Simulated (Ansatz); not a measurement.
Write a Python script for Ansatz 0.2.0 through its Python package that makes a short molecular-dynamics run of FH3SiTe, SMILES F[SiH2][TeH]. Level of theory (for the species named): BLYP, def2-SVP basis, multiplicity 1, D3BJ dispersion.

| atom | x (Å) | y (Å) | z (Å) |
| --- | --- | --- | --- |
| F | -1.7538 | 0.0434 | 0.3386 |
| Si | -0.3706 | -0.1289 | -0.5326 |
| Te | 1.4313 | -0.7016 | 1.0340 |
| H | -0.4616 | -1.2038 | -1.5096 |
| H | -0.0266 | 1.1108 | -1.2567 |
| H | 1.2233 | 0.8160 | 1.8802 |

`fh3site.py`
```python
import ansatz as az
import numpy as np

BASIS = "def2-SVP"
FUNCTIONAL = "blyp"
DISPERSION = "d3bj"
N_STEPS = 30
TEMPERATURE_K = 200

GEOMETRY = """
F    -1.75380    0.04340    0.33860
Si   -0.37060   -0.12890   -0.53260
Te    1.43130   -0.70160    1.03400
H    -0.46160   -1.20380   -1.50960
H    -0.02660    1.11080   -1.25670
H     1.22330    0.81600    1.88020
"""


def main() -> None:
    molecule = az.Crystal.molecule()
    for line in GEOMETRY.strip().splitlines():
        symbol, *xyz = line.split()
        molecule = molecule.atom(symbol, [float(v) for v in xyz])

    base = (
        molecule.calculation()
        .basis(gaussian=BASIS)
        .functional(FUNCTIONAL, dispersion=DISPERSION)
    )
    symbols = [site.symbol for site in molecule.cartesian_sites]
    start = np.array([site.position_ang for site in molecule.cartesian_sites], dtype=float)
    r = base.relax(force_tolerance=0.02).run().report
    end = np.array(r["positions_ang"])
    minimum = az.Crystal.molecule()
    for symbol, place in zip(symbols, end):
        minimum = minimum.atom(symbol, place.tolist())

    base = (
        minimum.calculation()
        .basis(gaussian=BASIS)
        .functional(FUNCTIONAL, dispersion=DISPERSION)
        .md("nvt_langevin", timestep=1.0, steps=N_STEPS, temperature=TEMPERATURE_K, initial_velocities="maxwell_boltzmann", seed=80, friction=0.02)
    )
    frames = []
    res = base.session().plan().execute(on_event=lambda e: frames.append(e["data"]) if e["event"] == "md_step" else None)
    print("t (fs)   E_pot (eV)      E_kin (eV)   T (K)   d(0-1) (A)")
    for f in frames[::2]:
        xyz = np.array(f["positions_ang"])
        print(f"{f['time_fs']:6.2f} {f['lagrangian_ev']:14.5f} {f['e_kin_ev']:10.5f} {f['temperature_k']:8.1f} {np.linalg.norm(xyz[0] - xyz[1]):9.4f}")
    print("mean temperature", round(float(np.mean([f["temperature_k"] for f in frames])), 1), "K")


if __name__ == "__main__":
    main()
```

```console
$ python fh3site.py
t (fs)   E_pot (eV)      E_kin (eV)   T (K)   d(0-1) (A)
  0.00   -17931.85296    0.12926    166.7    1.6429
  2.00   -17931.82852    0.12655    163.2    1.6484
  4.00   -17931.79518    0.10463    134.9    1.6532
  6.00   -17931.80086    0.13803    178.0    1.6590
  8.00   -17931.81284    0.13095    168.8    1.6681
 10.00   -17931.79810    0.13593    175.3    1.6754
 12.00   -17931.76684    0.09991    128.8    1.6815
 14.00   -17931.76515    0.09477    122.2    1.6843
 16.00   -17931.79578    0.12233    157.7    1.6827
 18.00   -17931.79988    0.13566    174.9    1.6769
 20.00   -17931.78820    0.07905    101.9    1.6682
 22.00   -17931.78817    0.07937    102.3    1.6592
 24.00   -17931.81005    0.12187    157.1    1.6501
 26.00   -17931.81969    0.11583    149.3    1.6390
 28.00   -17931.79560    0.12107    156.1    1.6305
 30.00   -17931.76638    0.10103    130.3    1.6235
mean temperature 146.4 K
```

Caveats:
- Total energies depend on the basis set; only differences at equal settings carry meaning.
- The trajectory is only some femtoseconds long, so its temperature is not equilibrated; where the script doesn't relax first, it starts from a rough generated geometry.
- def2 sets replace the cores of elements past krypton by effective core potentials.
- The printed temperature counts all 3N degrees of freedom under Langevin dynamics, so the first row lies under the target.
- With hydrogen a step over 0.5 fs is long.
- It ran for 73 s on 1 thread of Arm Neoverse V2 (shared host), peak memory 0.21 GiB.
